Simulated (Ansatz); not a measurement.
Crystal: GaF.

```xyz
2
Lattice="3.1659 0.0000 0.0000 0.0000 3.1659 0.0000 0.0000 0.0000 3.1659" Properties=species:S:1:pos:R:3 pbc="T T T"
Ga    0.0000    0.0000    0.0000
F     1.5830    1.5830    1.5830
```

The cell was built by a generator and needn't be a form met in nature.

Base run:

```yaml
Program: Ansatz 0.2.0
Functional: revPBE
Potentials_or_basis: Ansatz PAW
Cutoff: "420 eV (not typed: the program's choice for these potentials)"
k_mesh: 5 × 5 × 5
Occupations: fermi-dirac, width 0.05 eV
Spin: no spin polarisation
```

Its results: band gap on the k mesh 2.35 eV, indirect (least direct gap 2.82 eV); pressure 1.9 GPa.

Q: After a change of settings the same cell gave: band gap on the k mesh 2.86 eV, indirect (least direct gap 3.73 eV); pressure -0.6 GPa. Which change was it?
A. functional from revPBE to RPBE
B. functional from revPBE to BLYP
C. functional from revPBE to r2SCAN0; cutoff from 420 eV (not typed: the program's choice for these potentials) to 500 eV (not typed: the program's choice for these potentials)
D. functional from revPBE to HSE06

A: D.

HSE06 gives the wider gap, since exact exchange removes part of the self-interaction.

Caveats: odd divisions of the mesh miss points on the zone boundary, where band edges often lie, so the gap on the mesh can be too wide; the PAW data sets come from PBE, with cores solved anew for the run's functional, which leaves a small shift of forces and pressure; the density of states is complete only up to the lowest level of the last band computed; the thresholds are loose for stress (some runs).

Runs at the PBE level aren't shown here.
